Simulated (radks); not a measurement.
# Si⁹⁺ in [He] 2s2 2p1: an all-electron calculation

What are the levels of the silicon ion Si9+, how large are its shells, and how does its energy divide?

Method: scalar-relativistic Kohn-Sham, exchange-only PBE, spin-polarised, spherical densities, point nucleus; open shells are filled with parallel spins first. Code: radks (a radial shooting solver on a logarithmic mesh, Libxc functionals) version 1.

### 1 Starting point

```
element       : silicon (Z = 14)
charge        : +9
electrons     : 5
configuration : [He] 2s2 2p1
```

The outer shells:

Si⁹⁺
```
[He] core
2s [↑↓]
2p [↑ ][  ][  ]
```

### 2 The run

Settings of this run:

```text
Z 14
configuration [He] 2s2 2p1
relativity scalar-relativistic
functional pbe,
spin polarised
nucleus point
c 137.035999084
```

**Question.** What will this run give?

**Answer**, as computed:

| quantity | value |
| --- | --- |
| total energy | -239.02722 hartree |
| exchange-correlation share of it | 5.14 % |
| −T/E | 1.0046 |
| highest occupied level | 2p up, -375.80 eV |
| most extended occupied level | 2s down, <r> = 0.494 bohr |
| radius at density 0.001 e/bohr³ | 1.35 bohr |
| maxima of the radial density | 2 |
| ionisation energy, NIST | 401.38 (semi-emp.) eV |

What this shows: The radial density shows 2 maxima for 2 occupied principal shells. −T/E is 1.005: with relativity the kinetic term as defined here no longer equals −E. Minus the highest eigenvalue, 375.80 eV, is 94 % of the tabulated ionisation energy (401.38 eV). Open shells are spherical and high-spin; term and fine-structure splittings are not resolved.
